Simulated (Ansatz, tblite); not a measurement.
# Ga12As12 zinc blende off sphere (Ga₁₂As₁₂H₃₂): rung by rung

How do method and basis change the picture of Ga12As12 zinc blende off sphere (Ga₁₂As₁₂H₃₂) (singlet)?

Computed with Ansatz 0.2.0, Gaussian basis. Level: as each input shows.

Plan: GFN1-xTB, GFN2-xTB, PBE-D4/def2-SVP, r2SCAN-D4/def2-SVP, r2SCANh-D4/def2-SVP, PBE0-D4/def2-TZVP, PBE-D4/def2-TZVP, HF/STO-3G, HF/6-31G, B3LYP-D4/6-31G.

1 further run of the same task is left out (set aside as unsound or not needed).

## 1. The structure

The singlet was relaxed beforehand with PBE-D4/def2-SVP.

56 atoms, charge 0, spin multiplicity 1.

Bond lengths: Ga1–As14 2.547 Å, Ga1–As15 2.494 Å, Ga1–H25 1.579 Å, Ga1–H26 1.587 Å, Ga2–As13 2.523 Å, Ga2–As17 2.534 Å, Ga2–H27 1.574 Å, Ga2–H28 1.571 Å, Ga3–As16 2.521 Å, Ga3–As18 2.516 Å, Ga3–H29 1.574 Å, Ga3–H30 1.583 Å, Ga4–As14 2.464 Å, Ga4–As19 2.518 Å, Ga4–As20 2.464 Å, Ga4–H31 1.575 Å, Ga5–As16 2.471 Å, Ga5–As19 2.505 Å and more. Angles: As14–Ga1–As15 98.0°, As14–Ga1–H25 105.8°, As14–Ga1–H26 104.5°, As15–Ga1–H25 111.7°, As15–Ga1–H26 109.8°, H25–Ga1–H26 123.5°, As13–Ga2–As17 99.0°, As13–Ga2–H27 107.5°, As13–Ga2–H28 106.8°, As17–Ga2–H27 106.3°, As17–Ga2–H28 106.0°, H27–Ga2–H28 127.6°, As16–Ga3–As18 96.3°, As16–Ga3–H29 109.0°, As16–Ga3–H30 106.1°, As18–Ga3–H29 110.8°, As18–Ga3–H30 105.7°, H29–Ga3–H30 125.0° and more.

PBE0-D4/def2-SVP was run before; its log isn't repeated, and its numbers join the tables.

## 2. GFN1-xTB

Tight binding, by tblite at 300 K electronic temperature and without a spin-polarisation term:

```python
tblite.interface.Calculator('GFN1-xTB', numbers, positions, charge=0, uhf=0).singlepoint()
```

Energy -1688.1891 eV, HOMO -10.48 eV, LUMO -6.99 eV; 0.69 s.

## 3. GFN2-xTB

Tight binding, by tblite at 300 K electronic temperature and without a spin-polarisation term:

```python
tblite.interface.Calculator('GFN2-xTB', numbers, positions, charge=0, uhf=0).singlepoint()
```

Energy -1607.1619 eV, HOMO -10.62 eV, LUMO -6.87 eV; 1.1 s.

## 4. PBE-D4/def2-SVP

start.molden holds the orbitals of an earlier run on this state, given as this run's starting guess.

The input, in.yaml:

```yaml
crystal:
  periodic: [false, false, false]
  atoms:
    - {symbol: Ga, position_ang: [-4.602649, 1.577468, -0.370804]}
    - {symbol: Ga, position_ang: [-2.332909, -3.840326, 2.743324]}
    - {symbol: Ga, position_ang: [1.093751, -4.331606, -0.668189]}
    - {symbol: Ga, position_ang: [-1.811743, 1.814911, -3.553602]}
    - {symbol: Ga, position_ang: [1.348913, -1.343763, -3.648039]}
    - {symbol: Ga, position_ang: [-1.571893, -1.175159, -0.852047]}
    - {symbol: Ga, position_ang: [-1.459080, 1.453675, 2.381729]}
    - {symbol: Ga, position_ang: [1.317328, -1.316345, 1.809414]}
    - {symbol: Ga, position_ang: [1.176429, 1.574904, -0.849819]}
    - {symbol: Ga, position_ang: [-1.580514, 4.601105, -0.366212]}
    - {symbol: Ga, position_ang: [4.333756, -1.091377, -0.666069]}
    - {symbol: Ga, position_ang: [3.841458, 2.333427, 2.745188]}
    - {symbol: As, position_ang: [-2.991627, -2.516989, 0.698568]}
    - {symbol: As, position_ang: [-3.080073, 0.367302, -2.014729]}
    - {symbol: As, position_ang: [-2.843684, 2.839640, 0.867279]}
    - {symbol: As, position_ang: [-0.094292, -2.657043, -2.131613]}
    - {symbol: As, position_ang: [-0.170064, -2.646932, 3.309851]}
    - {symbol: As, position_ang: [2.701417, -2.699765, 0.372352]}
    - {symbol: As, position_ang: [-0.242933, 0.248518, -4.747037]}
    - {symbol: As, position_ang: [-0.367012, 3.082675, -2.011626]}
    - {symbol: As, position_ang: [2.660080, 0.098607, -2.128946]}
    - {symbol: As, position_ang: [-0.183006, 0.184006, 0.621940]}
    - {symbol: As, position_ang: [2.646847, 0.171091, 3.310908]}
    - {symbol: As, position_ang: [2.515450, 2.994591, 0.703109]}
    - {symbol: H, position_ang: [-5.503429, 2.535659, -1.245312]}
    - {symbol: H, position_ang: [-5.187055, 0.424692, 0.550874]}
    - {symbol: H, position_ang: [-3.350536, -3.479581, 3.889090]}
    - {symbol: H, position_ang: [-1.919110, -5.271372, 2.243945]}
    - {symbol: H, position_ang: [1.855712, -5.360768, -1.583045]}
    - {symbol: H, position_ang: [0.071916, -4.717100, 0.477498]}
    - {symbol: H, position_ang: [-2.639968, 2.643775, -4.606600]}
    - {symbol: H, position_ang: [2.176280, -2.169721, -4.704476]}
    - {symbol: H, position_ang: [-2.296800, 0.329088, 3.131588]}
    - {symbol: H, position_ang: [-0.338892, 2.291636, 3.137709]}
    - {symbol: H, position_ang: [-2.537951, 5.502942, -1.240468]}
    - {symbol: H, position_ang: [-0.429548, 5.184618, 0.558296]}
    - {symbol: H, position_ang: [5.362766, -1.852429, -1.581691]}
    - {symbol: H, position_ang: [4.719336, -0.071074, 0.480791]}
    - {symbol: H, position_ang: [5.271738, 1.919733, 2.243861]}
    - {symbol: H, position_ang: [3.482407, 3.350065, 3.892284]}
    - {symbol: H, position_ang: [-3.846732, -3.429275, -0.176799]}
    - {symbol: H, position_ang: [-4.085580, -1.523751, 1.077136]}
    - {symbol: H, position_ang: [-3.910893, -0.532215, -2.931774]}
    - {symbol: H, position_ang: [-3.693427, 3.687674, 1.816575]}
    - {symbol: H, position_ang: [-1.014052, -3.431709, -3.076170]}
    - {symbol: H, position_ang: [0.733383, -3.630911, 4.050707]}
    - {symbol: H, position_ang: [-0.447015, -1.717436, 4.486902]}
    - {symbol: H, position_ang: [3.504058, -3.502800, 1.398112]}
    - {symbol: H, position_ang: [-1.052708, -0.554599, -5.763750]}
    - {symbol: H, position_ang: [0.561140, 1.059924, -5.761691]}
    - {symbol: H, position_ang: [0.531816, 3.916490, -2.926619]}
    - {symbol: H, position_ang: [3.435631, 1.019090, -3.072068]}
    - {symbol: H, position_ang: [1.716250, 0.448175, 4.487091]}
    - {symbol: H, position_ang: [3.630163, -0.732251, 4.052821]}
    - {symbol: H, position_ang: [1.519432, 4.085059, 1.084372]}
    - {symbol: H, position_ang: [3.425316, 3.854156, -0.170421]}
basis:
  gaussian: {orbitals: def2-SVP, fitting: {mean_field: def2-universal-jkfit}, initial_orbitals: start.molden}
hamiltonian: {xc: pbe, dispersion: d4}
scf: {omitted_lower_state_checks: [starts]}
output: {forces: true, orbitals: {seedname: orbitals}}
```

Launch:

```
$ ansatz run in.yaml --threads 11 --pin off --events-out ev --progress --plain --max-ram 110592MiB --backend cuda --devices 0, --max-vram 75GiB
```

Further steps of the session: r2SCAN-D4/def2-SVP; r2SCANh-D4/def2-SVP; PBE0-D4/def2-TZVP; PBE-D4/def2-TZVP; HF/STO-3G; HF/6-31G; B3LYP-D4/6-31G.

Before running them: what should the planned runs give, taken together? Wanted: gap in def2-SVP, named functionals, smallest and largest; binding an atom, functionals in def2-SVP; PBE0 total energy, smallest basis above largest.

As calculated:

| quantity | value |
| --- | --- |
| gap in def2-SVP, named functionals, smallest and largest | 3.51 eV (PBE-D4), 5.17 eV (PBE0-D4) |
| binding an atom, functionals in def2-SVP | 2.62 (PBE0-D4) to 2.63 eV (r2SCAN-D4) |
| PBE0 total energy, smallest basis above largest | 170.58 eV (def2-SVP, def2-TZVP) |

In words: Over the named functionals in def2-SVP the gap runs from 3.51 eV (PBE-D4) to 5.17 eV (PBE0-D4); exact exchange widens it.
